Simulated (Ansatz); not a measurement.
# Ti, space group Fm-3m: an equation of state with a fit

Computed with Ansatz's Python interface.

Run as a notebook:

In [1]:
```python
from dataclasses import dataclass
import warnings

import ansatz as az
import numpy as np
from pymatgen.analysis.eos import EOS


@dataclass(frozen=True)
class Settings:
    functional: str = "r2SCAN"
    tolerance: float = 1e-09
    filling: str = "fermi_dirac"
    sigma: float = 0.1
    cutoff: int = 600
    kmesh: tuple[int, ...] = (12, 12, 12)
```

In [2]:
```python
settings = Settings()
```

In [3]:
```python
vectors0 = np.array([
    [0.0, 2.03, 2.03],
    [2.03, 0.0, 2.03],
    [2.03, 2.03, 0.0],
])
sites = [
    ("Ti", (0.0, 0.0, 0.0)),
]
```

In [4]:
```python
def crystal_on(cell):
    crystal = az.Crystal(lattice=az.Lattice.of(cell))
    for symbol, position in sites:
        crystal = crystal.atom(symbol, position)
    return crystal
```

In [5]:
```python
warnings.simplefilter("ignore", az.DeckWarning)

# uniform scaling of the cell
volumes, energies, pressures = [], [], []
for scale in np.linspace(0.9, 1.1, 9):
    cell = vectors0 * scale ** (1 / 3)
    base = (
        crystal_on(cell).calculation()
        .functional(settings.functional)
        .scf(tolerance=settings.tolerance)
        .occupations(settings.filling, width=settings.sigma)  # the run then minimises F = E - TS
        .basis(settings.cutoff)  # cutoff of the orbital basis
        .kpoints(*settings.kmesh)
        .stress()  # GPa
    )
    data = base.run().report
    volumes.append(abs(np.linalg.det(cell)) / len(sites))
    energies.append(data["free_energy_ev"] / len(sites))
    pressures.append(np.trace(data["stress_gpa"]) / 3)
    print(f"V = {volumes[-1]:8.4f} A^3/atom  F = {energies[-1]:.5f} eV/atom  P = {pressures[-1]:8.3f} GPa")
```
```text
V =  15.0578 A^3/atom  F = -2504.19330 eV/atom  P =   20.140 GPa
V =  15.4760 A^3/atom  F = -2504.23991 eV/atom  P =   15.644 GPa
V =  15.8943 A^3/atom  F = -2504.27535 eV/atom  P =   11.579 GPa
V =  16.3126 A^3/atom  F = -2504.30071 eV/atom  P =    7.908 GPa
V =  16.7309 A^3/atom  F = -2504.31696 eV/atom  P =    4.596 GPa
V =  17.1491 A^3/atom  F = -2504.32499 eV/atom  P =    1.609 GPa
V =  17.5674 A^3/atom  F = -2504.32561 eV/atom  P =   -1.086 GPa
V =  17.9857 A^3/atom  F = -2504.31955 eV/atom  P =   -3.516 GPa
V =  18.4039 A^3/atom  F = -2504.30746 eV/atom  P =   -5.707 GPa
```

In [6]:
```python
for form in ["birch_murnaghan", "vinet"]:
    fit = EOS(eos_name=form).fit(volumes, energies)
    print(f"{form:18s} V0 {fit.v0:8.4f} A^3/atom  B0 {fit.b0_GPa:7.1f} GPa  B1 {fit.b1:5.2f}")
```
```text
birch_murnaghan    V0  17.3941 A^3/atom  B0   111.1 GPa  B1  3.24
vinet              V0  17.3941 A^3/atom  B0   111.1 GPa  B1  3.24
```

A third-order Birch-Murnaghan fit through the 9 points has its minimum at 17.39 Å³ an atom, 4.0 % above the typed cell, with a bulk modulus of 111 GPa and dB/dP = 3.2. From that minimum the energy rises by 132.9 meV an atom on the compressed side and 18.8 meV on the expanded side.

Absolute energies stand on the zero of these potentials, so only differences at equal settings mean something. Spin is left out of this run. The mesh is modest for a metal, so energies can be off by several to tens of meV an atom and pressures by half a GPa or more; differences at equal mesh fare better. The program warned that this SCF threshold is loose for forces or stresses. Pressure is positive in compression. This isn't the structure that Ti takes at ambient conditions. The script silences the warnings on its input, which a real study should read. Timing: 22 s on 1 thread of Arm Neoverse V1 (shared host), peak memory 0.5 GiB.
